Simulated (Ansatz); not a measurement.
**C7H6MoO5S: small, medium and large basis sets**

One table from this session's results is given with a row withheld; the runs are named, their logs left out.

Program: Ansatz 0.2.0, Gaussian basis. Level of theory: one geometry, several basis sets. These are calculated values, not measurements.

Levels to be run: PBE0-D4/def2-SVP; ωB97M-V/def2-SVP; PBE0-D4/def2-QZVPP; ωB97M-V/def2-QZVPP; the functionals' def2-TZVPP values are taken from earlier runs.

**The relaxed structure**

An earlier PBE0-D4 in a triple-zeta def2 set relaxation fixed the geometry. Mo takes the def2 core potential; no spin-orbit term is included.

20 atoms, charge 0, spin multiplicity 1.

Atoms are counted from 1 here; the program's logs count them from 0.

Bond lengths: C1–S2 1.797 Å, C1–H15 1.091 Å, C1–H16 1.089 Å, C1–H17 1.090 Å, S2–C3 1.797 Å, S2–Mo4 2.556 Å, C3–H18 1.089 Å, C3–H19 1.090 Å, C3–H20 1.091 Å, Mo4–C5 1.979 Å, Mo4–C7 2.038 Å, Mo4–C9 2.033 Å, Mo4–C11 2.045 Å, Mo4–C13 2.038 Å, C5–O6 1.145 Å, C7–O8 1.141 Å, C9–O10 1.142 Å, C11–O12 1.139 Å and more. Angles: S2–C1–H15 109.5°, S2–C1–H16 107.3°, S2–C1–H17 110.8°, H15–C1–H16 109.3°, H15–C1–H17 110.4°, H16–C1–H17 109.4°, C1–S2–C3 99.1°, C1–S2–Mo4 108.6°, C3–S2–Mo4 108.7°, S2–C3–H18 107.3°, S2–C3–H19 110.8°, S2–C3–H20 109.5°, H18–C3–H19 109.4°, H18–C3–H20 109.3°, H19–C3–H20 110.5°, S2–Mo4–C5 179.2°, S2–Mo4–C7 91.2°, S2–Mo4–C9 90.8° and more.

The first run:

Input file in.yaml:

```yaml
crystal:
  periodic: [false, false, false]
  atoms:
    - {symbol: C, position_ang: [-1.400862, -0.269848, 2.025735]}
    - {symbol: S, position_ang: [-0.110783, -1.050165, 1.047855]}
    - {symbol: C, position_ang: [1.318171, -0.562902, 2.022585]}
    - {symbol: Mo, position_ang: [0.010579, 0.117195, -1.223252]}
    - {symbol: C, position_ang: [0.099036, 0.996431, -2.994383]}
    - {symbol: O, position_ang: [0.150691, 1.512505, -4.015121]}
    - {symbol: C, position_ang: [-2.016545, 0.319726, -1.273790]}
    - {symbol: O, position_ang: [-3.148550, 0.448553, -1.331171]}
    - {symbol: C, position_ang: [0.175004, 1.928340, -0.314468]}
    - {symbol: O, position_ang: [0.268869, 2.949180, 0.188486]}
    - {symbol: C, position_ang: [-0.151864, -1.699680, -2.148646]}
    - {symbol: O, position_ang: [-0.240009, -2.696640, -2.691932]}
    - {symbol: C, position_ang: [2.040722, -0.053431, -1.256755]}
    - {symbol: O, position_ang: [3.177699, -0.133176, -1.304649]}
    - {symbol: H, position_ang: [-1.407393, -0.699424, 3.028320]}
    - {symbol: H, position_ang: [-2.351163, -0.481782, 1.537536]}
    - {symbol: H, position_ang: [-1.251527, 0.809040, 2.074635]}
    - {symbol: H, position_ang: [2.200040, -0.974483, 1.533465]}
    - {symbol: H, position_ang: [1.403658, 0.522991, 2.069601]}
    - {symbol: H, position_ang: [1.234237, -0.982419, 3.025940]}
basis:
  gaussian: {orbitals: def2-SVP}
hamiltonian: {xc: pbe0, dispersion: d4}
output: {orbitals: {seedname: orbitals}}
```

Run with:

```bash
$ ansatz run in.yaml --threads 11 --pin off --events-out ev --progress --plain --max-ram 120832MiB --backend cpu
```

Steps of the session up to this table: PBE0-D4 in def2-SVP; ωB97M-V in def2-SVP; PBE0-D4 in def2-QZVPP; ωB97M-V in def2-QZVPP.

One of the session's tables, all rows but one given; the rest of the session is left out.

It belongs to the step «Functionals by basis». 

| functional | basis | HOMO (eV) | LUMO (eV) |
| --- | --- | --- | --- |
| PBE0-D4 | def2-SVP | -6.27 | -1.61 |
| PBE0-D4 | def2-TZVPP | -6.33 | -1.71 |
| PBE0-D4 | def2-QZVPP | -6.35 | -1.75 |
| ωB97M-V | def2-SVP | -8.01 | 0.42 |
| ωB97M-V | def2-TZVPP | ? | ? |
| ωB97M-V | def2-QZVPP | -8.14 | 0.21 |

**Question.** Estimate the row for ωB97M-V, def2-TZVPP.

The run gave: HOMO (eV): -8.12; LUMO (eV): 0.27. In the column «HOMO (eV)» it lies between ωB97M-V, def2-QZVPP (-8.14) and ωB97M-V, def2-SVP (-8.01).
